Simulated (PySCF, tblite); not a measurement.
# ClH9OSi4, a small molecule taken as a stand-in for a surface group (Si site with back bonds [SiH3], [SiH3], O[SiH3]): NMR shifts, core binding energies and electronic excitations

Aim: the NMR shifts, core binding energies and electronic excitations of `[SiH3]O[Si]([SiH3])([SiH3])Cl`.

Computed with tblite 0.8.0 and PySCF 2.14.0; each step states its level. No surroundings beyond the atoms listed, unless a continuum is named. Atoms count from 0, parts from 1.

## 1. Starting point

15 atoms, charge 0, multiplicity 1; geometry: distance geometry start.

## 2. Geometry optimisation with GFN2-xTB

What the job is given:

```
{"job": {"kind": "relax", "xc": "GFN2-xTB", "basis": "xTB"}, "charge": 0, "multiplicity": 1}
Si    -0.478136    -0.482293     0.044590
Si    -2.560762    -0.264966    -0.500520
Si     0.329738     1.576102     0.543368
O      0.552589    -1.035273    -1.231408
Si     2.156361    -0.910722    -0.577821
Cl    -0.077116    -1.723552     1.678966
H     -2.840617     1.124323    -0.920661
H     -3.355792    -0.566698     0.716435
H     -2.990972    -1.136522    -1.606349
H      1.098058     2.153113    -0.557863
H     -0.774333     2.475384     0.957896
H      1.296536     1.357782     1.637024
H      2.079483    -1.672878     0.683623
H      3.149460    -1.461509    -1.473985
H      2.398203     0.538794    -0.271074
```

Level: GFN2-xTB geometry optimisation, gas phase.

Launch:

```sh
OMP_NUM_THREADS=1 python cluster_run.py task.json out
```

The driver reads the jobs from task.json and runs them one after another.

**Question.** The jobs that follow are: PBE0-D3(BJ)/def2-SVP geometry optimisation, gas phase; GIAO PBE0/pcSseg-1 NMR shielding, non-relativistic, gas phase; delta-SCF UKS SCAN, pcX-2 on the ionised atom, pcseg-1 elsewhere, spin-free X2C; TDDFT CAM-B3LYP/def2-SVPD, vertical, gas phase, core orbitals frozen in the response. Predict: point group; rotational constants (main isotopes); ¹H shifts against TMS (PBE0/pcSseg-1); ²⁹Si shifts against TMS (PBE0/pcSseg-1); ¹⁷O shifts against H2O (PBE0/pcSseg-1); ³⁵Cl shifts against HCl (PBE0/pcSseg-1); Si2p binding energies, SCAN/pcX-2 (standing for 3 of 4 atoms); O1s binding energies, SCAN/pcX-2; Cl2p binding energies, SCAN/pcX-2; lowest singlet (CAM-B3LYP/def2-SVPD); brightest single state of those computed; lowest triplet; vertical ionisation energy (ΔSCF).

The runs gave:

```
                                                     quantity                                                     value
                                                  point group                                                        C1
                         rotational constants (main isotopes)                                      1.13, 0.83, 0.75 GHz
                        ¹H shifts against TMS (PBE0/pcSseg-1)  5.12, 5.03, 4.91, 3.77, 3.70, 3.60, 3.57, 3.46, 3.43 ppm
                      ²⁹Si shifts against TMS (PBE0/pcSseg-1)                            34.1, -35.9, -99.9, -104.1 ppm
                       ¹⁷O shifts against H2O (PBE0/pcSseg-1)                                                  50.8 ppm
                      ³⁵Cl shifts against HCl (PBE0/pcSseg-1)                                                    82 ppm
Si2p binding energies, SCAN/pcX-2 (standing for 3 of 4 atoms)                     Si0 107.81, Si2 106.84, Si1 106.84 eV
                             O1s binding energies, SCAN/pcX-2                                              O3 537.94 eV
                            Cl2p binding energies, SCAN/pcX-2                                             Cl5 206.14 eV
                         lowest singlet (CAM-B3LYP/def2-SVPD)                               5.83 eV (213 nm), f = 0.044
                     brightest single state of those computed                               state 4, 7.08 eV, f = 0.505
                                               lowest triplet                                                   5.16 eV
                            vertical ionisation energy (ΔSCF)                                                   9.37 eV
```

The start of the PBE0/def2-SVP relaxation was shaken at random by about 0.01 Å, so part of the energy gained, and of the first lengths quoted, undoes that. Relaxing lowered the energy by 0.405 eV in 16 steps; the close pair that moved most is O3–Si4, from 1.604 to 1.667 Å (PBE0/def2-SVP). No frequency check was run at this level, so the end point may be a saddle. Hydrogens of an XH3 group are listed apart at this fixed geometry; free rotation makes them one line at their mean. At PBE0/pcSseg-1: Shielding is most anisotropic at Cl5 (span 327 ppm, paramagnetic term -289 ppm). At SCAN/pcX-2: The Si2p levels kept as sound span 0.97 eV, from Si1 (silicon bonded to Si, 3 H) up to Si0 (silicon bonded to Cl, O, 2 Si). Only 3 of the 4 Si atoms are covered by sound results. The lowest singlet, at 5.83 eV, is HOMO→LUMO 0.94 and is weak; of the 6 states computed, the strongest absorption comes from state 4 at 7.08 eV. The lowest triplet lies 0.67 eV below the lowest singlet (triplets in Tamm-Dancoff, singlets in full TDDFT). ΔSCF puts the ionisation energy at 9.37 eV, 0.58 eV above −ε(HOMO). A capped cluster stands for the solid here, so long-range fields and strain are missing, and bands or shifts of the capping hydrogens have no counterpart in it.
